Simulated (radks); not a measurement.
**Cu⁴⁺ in [Ne] 3s1.5 3p6 3d7.5: an all-electron calculation**

What are the levels of the copper ion Cu4+, how large are its shells, and how does its energy divide?

The numbers are computed with radks (a radial shooting solver on a logarithmic mesh, Libxc functionals) version 1 (non-relativistic Kohn-Sham, PBE, spin-polarised, spherical densities, point nucleus; open shells are filled with parallel spins first), except any that are marked as measured or tabulated.

## (1) What is computed

| Item | Value |
| --- | --- |
| element | copper (Z = 29) |
| charge | +4 |
| electrons | 25 |
| configuration | [Ne] 3s1.5 3p6 3d7.5 |

## (2) The calculation

Settings of this run:

```text
Z 29
configuration [Ne] 3s1.5 3p6 3d7.5 4s0 4p0 4d0 4f0
relativity non-relativistic
functional pbe,pbe
spin polarised
nucleus point
```

Q: Predict the outcome of this run.

The runs gave:

| quantity | value |
| --- | --- |
| total energy | -1633.66726 hartree |
| exchange-correlation share of it | 3.97 % |
| −T/E | 0.9993 |
| highest occupied level | 3d down, -69.626 eV |
| most extended occupied level | 3d down, <r> = 0.810 bohr |
| radius at density 0.001 e/bohr³ | 2.44 bohr |
| maxima of the radial density | 3 |

3 principal shells are occupied and 3 maxima appear in the radial density. −T/E = 0.9993, near the virial value of 1. This is not the tabulated ground configuration, so its levels and sizes aren't those of the ground state, and no measured value stands beside it.
